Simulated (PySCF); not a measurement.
**Solver options tried on SrLi⁻**

Aim: find out which solver settings change the answer for SrLi⁻.

Method: each script names its method and basis; program: PySCF 2.14.0.

2 further runs of the same task are left out: 1 for a known fault of the program, 1 that didn't finish.

## Step 1: The starting structure

SrLi⁻: 2 atoms, charge -1, spin multiplicity 1.

Bond lengths: Sr1–Li2 3.095 Å.

## Step 2: Base script

input.py reads:

```python
from pyscf import gto, scf, mp

mol = gto.M(
    atom='Sr 0 0 0; Li 0 0 3.095',
    basis='crenbl',
    ecp={'Sr': 'crenbl', 'Li': 'crenbl'},
    charge=-1,
    spin=0,
    verbose=4,
)
mf = scf.RHF(mol)
mf.kernel()
mp.MP2(mf).kernel()
mf.dip_moment()
print('orbital energies (hartree):', mf.mo_energy[..., max(0, mol.nelec[1]-3):mol.nelec[0]+3].round(4))
```

The run is started by

```
$ OMP_NUM_THREADS=1 python input.py
```

The log of this run is left out.

In short: E(SCF) = -30.481280 Eh, 9 cycles, E(MP2) − E(SCF) = -0.05703 Eh.

The bond length is a typed value, not an optimised one. The dipole of an ion depends on the origin.

## Step 3: DIIS space 2

Edit 1 changes DIIS space: default → 2.

input.py reads:

```python
from pyscf import gto, scf, mp

mol = gto.M(
    atom='Sr 0 0 0; Li 0 0 3.095',
    basis='crenbl',
    ecp={'Sr': 'crenbl', 'Li': 'crenbl'},
    charge=-1,
    spin=0,
    verbose=4,
)
mf = scf.RHF(mol)
mf.diis_space = 2
mf.kernel()
mp.MP2(mf).kernel()
mf.dip_moment()
print('orbital energies (hartree):', mf.mo_energy[..., max(0, mol.nelec[1]-3):mol.nelec[0]+3].round(4))
```

The run is started by

```
$ OMP_NUM_THREADS=1 python input.py
```

## Step 4: Damping 0.5

Edit 2 changes damping: none → 0.5.

Edit input.py of step 2 so:

```diff
@@ -11,2 +11,4 @@
 mf = scf.RHF(mol)
+mf.damp = 0.5
+mf.diis_start_cycle = 8
 mf.kernel()
```

What does the calculation give? Wanted: for each run, E(SCF); from base; gap; after the SCF.

As calculated:

| run | E(SCF) (hartree) | from base (eV) | cycles | gap (eV) | after the SCF |
| --- | --- | --- | --- | --- | --- |
| base | -30.481280 | 0 | 9 | 3.47 | MP2 correlation -1.552 eV |
| DIIS space 2 | -30.481280 | 0.0000 | 9 | 3.47 | MP2 correlation -1.552 eV |
| damping 0.5 | -30.481280 | 0.0000 | 13 | 3.47 | MP2 correlation -1.552 eV |

Distance from each run's final energy (log10 hartree) by cycle:

| run | cycle 1 | cycle 2 | cycle 3 | cycle 5 | cycle 8 | cycle 12 |
| --- | --- | --- | --- | --- | --- | --- |
| base | -1.6 | -2.9 | -3.7 | -6.0 | -10.2 | done |
| DIIS space 2 | -1.6 | -2.9 | -3.7 | -5.9 | -9.2 | done |
| damping 0.5 | -1.6 | -2.1 | -2.5 | -3.3 | -4.6 | -9.5 |

In words: With DIIS space 2 or damping 0.5 the SCF ends at the base energy. The base needs 9 cycles and the run with damping 0.5 needs 13.
